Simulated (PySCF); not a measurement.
# C3H9As: the cost of one run

Programs: PySCF 2.14.0, with routines of our own; each step states its level. All values are computed. Atoms count from 0.

## 1. The starting structure

13 atoms, charge 0, multiplicity 1; geometry from: GFN2-xTB.

## 2. NMR shieldings: KT2/pcJ-1 As:dyall-v2z, spin–orbit

The job: settings as JSON, then the geometry in Å.

```
{"job": {"xc": "KT2", "basis": {"default": "pcJ-1", "As": "dyall-v2z"}, "rel": "so", "kind": "hnmr"}, "charge": 0, "multiplicity": 1}
C     -0.422206     1.618592     0.391158
As    -0.210283    -0.212410     1.099820
C      1.593809    -0.527645     0.360460
C     -1.204436    -1.123404    -0.343173
H     -0.163395     1.655877    -0.665914
H      0.221478     2.309738     0.933409
H     -1.451671     1.953097     0.510917
H      1.632931    -0.254037    -0.692873
H      1.864585    -1.577945     0.459450
H      2.331472     0.062590     0.902410
H     -0.862168    -0.786031    -1.320347
H     -1.064417    -2.201388    -0.276580
H     -2.270087    -0.916549    -0.255057
```

Method: KT2/pcJ-1 As:dyall-v2z GIAO NMR shielding, X2C with spin-orbit coupling, screened-nuclear two-electron part, Gaussian nuclei, gas phase.

On the command line:

```console
OMP_NUM_THREADS=1 python heavy_run.py task.json out
```

This one command runs all jobs of the session in turn.

**Question.** How long does this first job take on 1 thread of Intel Xeon Platinum 8375C at 2.90GHz, shared host, and how much memory does it need?

About 55 s, with a peak of 1.3 GiB.
